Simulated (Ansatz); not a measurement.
Born–Oppenheimer molecular dynamics of a periodic cell of 36 atoms, Be (start crystal Be, start structure hcp, volume 1.05 times the crystal's). It starts from a structure without forces on its atoms.

These are results of DFT PBE, scalar-relativistic, plane waves, PAW in Ansatz, not measurements. Settings: cutoff 420 eV, k mesh 2x2x2, fermi-dirac smearing 0.36 eV, no spin polarisation.

- ensemble: NVT, Langevin thermostat
- time step: 0.75 fs
- steps asked: 80
- set temperature: 4200 K
- friction: 0.02 /fs
- seed: 989879

Frames 3.75 fs apart, positions in Å, forces in eV/Å.

Velocities at 37.5 fs (Å/ps):

```
Be -9.33 12.92 11.96
Be -3.39 9.89 22.86
Be -4.02 -10.42 7.27
Be -26.54 -8.89 5.28
Be 1.53 -27.10 13.89
Be -36.46 3.61 2.60
Be 3.87 10.31 19.90
Be -16.73 -16.34 -21.12
Be -12.05 5.47 -17.36
Be 12.95 -11.99 -10.51
Be 26.46 -9.25 2.31
Be 9.02 -3.38 -1.65
Be 18.12 -6.02 -9.24
Be 19.61 -22.23 17.06
Be -7.68 3.47 -0.16
Be 3.48 -8.54 18.38
Be 6.28 28.32 -13.20
Be 16.53 -8.88 7.16
Be -6.22 -20.87 -15.23
Be -16.24 -33.79 -11.51
Be 1.88 7.10 -4.90
Be 0.90 11.34 4.60
Be 5.76 -12.12 -12.69
Be 21.83 9.31 8.36
Be 16.15 -21.17 34.10
Be 6.27 1.50 10.10
Be -4.42 -11.34 4.48
Be 13.75 -36.67 8.94
Be 4.47 23.65 -8.51
Be 3.45 49.21 -13.90
Be -5.95 11.83 -12.99
Be -3.93 -7.89 -4.63
Be 16.70 6.59 -1.78
Be 21.55 -5.47 0.77
Be 14.13 0.95 -8.01
Be 13.58 17.34 -11.65
```

```xyz
36
Lattice="6.9826 0.0000 0.0000 -3.4913 6.0471 0.0000 0.0000 0.0000 7.2945" Properties=species:S:1:pos:R:3:forces:R:3 time_fs=37.5 energy_less_start_eV=16.942 T=2388
Be -0.062 -0.153 0.093 2.44 -0.58 0.45
Be 0.427 1.241 1.818 -1.44 0.89 0.54
Be 0.501 0.280 3.701 -0.60 -3.13 0.37
Be 0.471 1.236 5.743 0.44 -0.65 -0.13
Be -0.887 1.502 0.025 -1.43 2.41 0.15
Be -0.955 3.315 1.885 -0.24 -0.05 -0.65
Be -0.654 1.589 4.200 -2.90 2.29 -0.96
Be -1.898 3.122 5.514 -0.03 -2.28 -0.55
Be -2.356 3.886 -0.071 0.87 3.45 0.99
Be -2.116 5.388 1.797 0.27 -0.30 0.24
Be -2.475 4.006 3.589 0.10 0.70 -0.85
Be -2.434 5.016 5.382 0.21 0.58 0.93
Be 2.284 -0.389 0.018 -0.20 1.78 -0.84
Be 2.362 1.237 1.608 1.47 -0.42 0.23
Be 2.365 -0.108 3.518 -1.33 -1.05 -0.11
Be 2.483 0.612 5.401 0.06 1.10 -0.12
Be 0.944 2.469 0.077 1.36 -0.59 0.19
Be 1.605 3.074 1.921 -0.53 1.27 0.72
Be 1.548 1.867 3.797 -0.91 1.53 0.06
Be 1.521 3.440 5.510 -1.82 -1.34 1.76
Be -0.338 4.041 -0.596 0.41 -1.92 1.01
Be 0.310 5.719 1.448 -0.32 -0.20 0.77
Be -0.550 3.738 4.317 1.95 0.82 -1.04
Be 0.497 5.031 5.405 -0.21 2.92 -2.35
Be 4.788 -0.130 -0.393 -0.83 0.75 1.70
Be 5.198 1.363 2.326 -0.11 -0.52 -0.46
Be 4.122 -0.028 3.463 3.84 -0.27 0.70
Be 4.417 1.093 5.402 0.79 0.92 0.27
Be 4.358 2.292 0.716 -1.48 -2.23 0.56
Be 3.423 4.041 1.711 2.88 -3.83 0.56
Be 3.574 2.043 3.837 -0.07 0.64 -0.20
Be 3.266 3.021 6.305 -0.43 -2.03 -1.68
Be 2.409 4.346 0.186 -2.56 -2.11 -0.72
Be 2.383 5.364 2.099 -1.77 2.14 0.24
Be 2.203 4.094 3.911 0.77 -0.20 -2.02
Be 2.354 5.800 5.164 1.34 -0.53 0.27
36
Lattice="6.9826 0.0000 0.0000 -3.4913 6.0471 0.0000 0.0000 0.0000 7.2945" Properties=species:S:1:pos:R:3:forces:R:3 time_fs=41.2 energy_less_start_eV=17.724 T=2765
Be -0.083 -0.120 0.158 3.29 -1.59 0.64
Be 0.411 1.285 1.900 -0.79 0.61 0.06
Be 0.486 0.217 3.730 -1.25 -2.57 0.44
Be 0.370 1.216 5.804 1.25 -0.49 -0.25
Be -0.893 1.425 0.075 -1.91 3.76 0.63
Be -1.081 3.337 1.893 0.23 -0.13 -0.81
Be -0.649 1.645 4.241 -2.26 1.41 -1.43
Be -1.951 3.061 5.445 0.42 -1.95 -0.28
Be -2.376 3.932 -0.123 0.98 3.17 0.79
Be -2.074 5.356 1.737 0.68 0.47 0.65
Be -2.367 3.972 3.580 -0.57 0.85 -1.20
Be -2.411 4.982 5.374 0.12 0.69 0.71
Be 2.350 -0.406 0.000 -0.43 2.05 -0.42
Be 2.451 1.158 1.669 0.33 0.37 0.25
Be 2.320 -0.132 3.514 0.03 -1.10 0.19
Be 2.497 0.576 5.487 -0.29 1.40 -0.98
Be 0.948 2.584 0.017 1.24 -1.36 1.18
Be 1.651 3.046 1.974 0.10 1.24 0.14
Be 1.514 1.806 3.758 -0.36 1.59 0.16
Be 1.417 3.258 5.468 -1.29 -0.48 0.63
Be -0.341 4.065 -0.607 0.24 -1.98 0.32
Be 0.316 5.756 1.440 -0.13 -0.62 1.35
Be -0.510 3.699 4.295 2.07 1.39 -0.51
Be 0.589 5.076 5.410 -0.18 1.14 -1.88
Be 4.863 -0.225 -0.249 -1.19 1.31 0.00
Be 5.229 1.360 2.345 -0.40 -0.48 -0.79
Be 4.157 -0.052 3.477 2.86 -0.11 0.61
Be 4.464 0.972 5.452 0.07 2.31 0.06
Be 4.345 2.366 0.700 -1.33 -2.65 1.05
Be 3.457 4.185 1.646 4.03 -5.69 0.85
Be 3.567 2.096 3.762 -0.04 -0.01 0.29
Be 3.269 2.988 6.276 -0.97 -1.90 -1.73
Be 2.488 4.340 0.170 -2.54 -2.84 -1.22
Be 2.431 5.347 2.101 -3.49 3.61 0.61
Be 2.252 4.076 3.858 0.57 -0.18 -0.66
Be 2.427 5.860 5.129 0.90 -1.22 0.56
36
Lattice="6.9826 0.0000 0.0000 -3.4913 6.0471 0.0000 0.0000 0.0000 7.2945" Properties=species:S:1:pos:R:3:forces:R:3 time_fs=45.0 energy_less_start_eV=17.802 T=2740
Be -0.045 -0.128 0.245 3.04 -1.18 0.45
Be 0.396 1.322 2.015 -0.52 0.40 -0.71
Be 0.450 0.164 3.728 -1.02 -1.75 0.36
Be 0.292 1.209 5.895 1.64 -0.44 -0.76
Be -0.903 1.402 0.123 -2.07 3.79 1.21
Be -1.199 3.388 1.854 0.82 -0.40 -1.12
Be -0.672 1.736 4.266 -1.21 -0.07 -1.33
Be -1.977 3.021 5.402 0.69 -1.36 -0.17
Be -2.410 3.999 -0.147 1.12 2.07 0.40
Be -2.033 5.361 1.670 0.98 0.89 1.24
Be -2.292 3.930 3.509 -0.79 0.92 -0.35
Be -2.411 4.988 5.399 0.09 0.57 -0.06
Be 2.401 -0.399 -0.023 -0.60 2.23 -0.15
Be 2.535 1.090 1.722 -0.89 1.60 0.45
Be 2.293 -0.179 3.530 0.95 -0.94 0.10
Be 2.521 0.540 5.529 -0.52 1.62 -1.57
Be 0.941 2.666 -0.015 1.43 -1.63 1.90
Be 1.669 3.059 2.053 0.46 0.81 -0.75
Be 1.496 1.792 3.733 -0.11 1.04 0.19
Be 1.260 3.073 5.394 -0.45 0.44 0.28
Be -0.340 4.078 -0.582 0.12 -1.76 -0.31
Be 0.294 5.789 1.411 0.14 -1.16 2.23
Be -0.440 3.664 4.282 1.58 2.22 -0.47
Be 0.701 5.129 5.428 -0.53 -1.21 -1.37
Be 4.907 -0.305 -0.108 -0.90 1.42 -1.03
Be 5.239 1.389 2.347 -0.59 -0.37 -0.89
Be 4.240 -0.063 3.505 1.67 -0.09 0.38
Be 4.484 0.901 5.501 0.38 3.30 0.19
Be 4.298 2.427 0.718 -1.30 -2.70 0.81
Be 3.530 4.222 1.588 2.80 -4.43 2.14
Be 3.539 2.108 3.635 0.11 -0.17 0.47
Be 3.251 2.915 6.201 -1.15 -1.56 -1.48
Be 2.584 4.300 0.140 -2.60 -3.04 -1.64
Be 2.400 5.385 2.104 -2.61 2.26 -0.06
Be 2.297 4.047 3.790 0.42 0.10 0.54
Be 2.539 5.898 5.079 -0.55 -1.43 0.89
36
Lattice="6.9826 0.0000 0.0000 -3.4913 6.0471 0.0000 0.0000 0.0000 7.2945" Properties=species:S:1:pos:R:3:forces:R:3 time_fs=48.8 energy_less_start_eV=17.947 T=2938
Be 0.007 -0.183 0.284 2.00 -0.32 0.19
Be 0.377 1.379 2.104 -0.45 0.18 -1.26
Be 0.357 0.135 3.743 0.31 -1.02 -0.71
Be 0.271 1.181 6.000 1.52 -0.52 -1.15
Be -0.931 1.397 0.198 -1.74 3.00 1.46
Be -1.324 3.435 1.794 1.78 -0.66 -1.74
Be -0.720 1.794 4.282 -0.26 -0.87 -1.00
Be -2.018 2.966 5.339 1.13 -0.17 -0.15
Be -2.433 4.065 -0.178 1.37 0.69 0.16
Be -1.961 5.422 1.631 0.50 0.48 1.61
Be -2.250 3.898 3.403 -0.97 0.76 1.03
Be -2.401 5.042 5.421 0.14 0.15 -0.66
Be 2.417 -0.348 -0.055 -0.55 1.88 0.04
Be 2.620 1.039 1.736 -2.11 3.24 0.99
Be 2.226 -0.248 3.583 1.79 -0.37 -0.19
Be 2.538 0.523 5.542 -0.60 1.83 -2.09
Be 0.941 2.707 -0.029 1.57 -1.41 2.00
Be 1.691 3.132 2.106 0.39 -0.05 -1.60
Be 1.476 1.809 3.740 -0.02 0.30 -0.18
Be 1.100 2.911 5.328 0.26 1.49 0.91
Be -0.367 4.080 -0.573 0.08 -1.39 -0.68
Be 0.253 5.800 1.402 1.01 -1.99 2.10
Be -0.358 3.665 4.231 0.65 2.53 -0.75
Be 0.781 5.184 5.427 -0.88 -2.92 -0.79
Be 4.967 -0.413 -0.001 -0.91 1.32 -1.46
Be 5.212 1.454 2.326 -0.72 -0.50 -0.66
Be 4.344 -0.104 3.518 0.47 0.09 0.37
Be 4.470 0.904 5.540 0.98 3.39 0.40
Be 4.208 2.485 0.751 -1.27 -2.91 -0.13
Be 3.664 4.159 1.560 0.45 -1.29 2.98
Be 3.489 2.079 3.547 0.38 0.09 0.66
Be 3.225 2.842 6.067 -1.40 -1.20 -0.94
Be 2.638 4.200 0.122 -2.08 -2.97 -1.12
Be 2.331 5.445 2.114 -0.60 0.36 -1.19
Be 2.319 4.057 3.720 0.44 0.39 1.66
Be 2.635 5.934 5.047 -2.65 -1.63 1.88
36
Lattice="6.9826 0.0000 0.0000 -3.4913 6.0471 0.0000 0.0000 0.0000 7.2945" Properties=species:S:1:pos:R:3:forces:R:3 time_fs=52.5 energy_less_start_eV=19.056 T=3284
Be 0.082 -0.224 0.286 0.46 0.33 0.18
Be 0.338 1.403 2.151 -0.31 0.23 -1.45
Be 0.225 0.140 3.776 2.21 -0.67 -2.42
Be 0.313 1.141 6.065 0.89 -0.83 -1.13
Be -1.004 1.446 0.256 -0.67 1.81 0.91
Be -1.436 3.495 1.718 3.58 -1.49 -2.72
Be -0.762 1.842 4.286 0.45 -1.76 -1.01
Be -2.009 2.924 5.249 0.57 1.15 0.37
Be -2.387 4.137 -0.248 0.25 -1.06 1.14
Be -1.885 5.512 1.596 -0.45 -0.66 2.02
Be -2.186 3.887 3.296 -1.17 0.46 2.67
Be -2.349 5.083 5.409 -0.08 0.02 -1.08
Be 2.422 -0.267 -0.076 -0.29 0.97 0.24
Be 2.659 1.021 1.745 -2.39 4.27 1.30
Be 2.210 -0.322 3.644 1.68 0.31 -0.56
Be 2.560 0.504 5.564 -0.39 2.13 -2.83
Be 0.938 2.698 -0.068 1.61 -0.93 1.94
Be 1.747 3.228 2.126 -0.08 -1.19 -2.61
Be 1.462 1.810 3.773 0.31 -0.41 -1.34
Be 0.994 2.768 5.240 0.50 2.55 2.54
Be -0.420 4.046 -0.615 0.28 -0.78 -0.82
Be 0.214 5.770 1.413 1.75 -2.35 1.71
Be -0.258 3.660 4.175 -0.11 2.81 -1.23
Be 0.822 5.218 5.427 -1.13 -3.16 -0.29
Be 5.037 -0.496 0.066 -1.08 1.27 -1.49
Be 5.158 1.516 2.298 -0.54 -0.56 -0.41
Be 4.499 -0.147 3.537 -0.68 0.53 0.86
Be 4.474 0.967 5.563 0.97 2.38 0.45
Be 4.080 2.487 0.773 -0.99 -2.74 -1.21
Be 3.798 4.087 1.577 -2.03 1.58 2.12
Be 3.457 2.069 3.461 0.46 0.41 0.90
Be 3.155 2.776 5.891 -1.00 -0.82 -0.52
Be 2.648 4.062 0.105 -0.78 -2.21 -0.32
Be 2.232 5.499 2.126 1.19 -0.59 -2.25
Be 2.280 4.082 3.664 0.81 0.69 2.84
Be 2.666 5.936 5.050 -3.81 -1.70 3.52
36
Lattice="6.9826 0.0000 0.0000 -3.4913 6.0471 0.0000 0.0000 0.0000 7.2945" Properties=species:S:1:pos:R:3:forces:R:3 time_fs=56.2 energy_less_start_eV=20.136 T=3355
Be 0.154 -0.255 0.262 -0.59 0.50 0.32
Be 0.282 1.423 2.188 -0.31 0.25 -1.64
Be 0.105 0.114 3.806 2.94 -0.56 -3.33
Be 0.403 1.084 6.085 0.31 -0.98 -0.91
Be -1.141 1.518 0.272 0.74 0.72 0.10
Be -1.480 3.515 1.577 5.09 -2.15 -2.85
Be -0.778 1.872 4.244 1.15 -2.45 -1.43
Be -1.963 2.855 5.147 -0.74 3.20 1.10
Be -2.313 4.159 -0.314 -1.67 -1.91 1.84
Be -1.847 5.593 1.603 -0.92 -1.39 2.25
Be -2.093 3.928 3.205 -0.84 -0.18 3.28
Be -2.285 5.140 5.383 -0.55 -0.42 -0.91
Be 2.397 -0.209 -0.081 -0.12 0.46 0.39
Be 2.650 1.107 1.768 -1.87 2.87 0.91
Be 2.236 -0.385 3.692 1.58 1.09 -0.82
Be 2.582 0.504 5.568 0.27 2.15 -3.13
Be 0.961 2.689 -0.102 1.09 -0.51 1.62
Be 1.812 3.302 2.135 -0.53 -1.96 -3.62
Be 1.443 1.800 3.784 1.11 -1.05 -2.40
Be 0.906 2.657 5.161 0.24 3.41 4.11
Be -0.506 4.005 -0.683 1.44 -0.53 -1.06
Be 0.209 5.736 1.437 0.98 -1.26 1.60
Be -0.165 3.696 4.121 -0.54 2.57 -1.44
Be 0.858 5.223 5.443 -1.68 -2.65 0.22
Be 5.112 -0.581 0.142 -1.16 1.04 -1.88
Be 5.101 1.546 2.261 -0.41 -0.35 -0.20
Be 4.624 -0.168 3.576 -1.23 0.92 1.28
Be 4.529 1.067 5.605 0.04 0.33 0.50
Be 3.956 2.449 0.755 -0.49 -1.99 -1.34
Be 3.898 4.053 1.615 -4.53 2.63 0.76
Be 3.456 2.051 3.409 0.40 0.81 1.33
Be 3.036 2.695 5.743 -0.22 -0.46 -0.26
Be 2.646 3.888 0.115 0.23 -0.71 -0.11
Be 2.166 5.574 2.096 2.26 -1.19 -2.34
Be 2.238 4.085 3.640 1.15 1.09 3.81
Be 2.616 5.923 5.109 -2.61 -1.34 4.24
```

Of the whole run (60 fs, mean temperature of the second half 2939 K): The mean temperature of the second half is 30 % below the set value. A run of 0.06 ps of so small a system gives no equilibrium averages. Limits of this set-up: coarse k mesh.

Time of the run: 11 min on 1 thread of Arm Neoverse V1, on a shared host, peak memory 0.66 GiB.
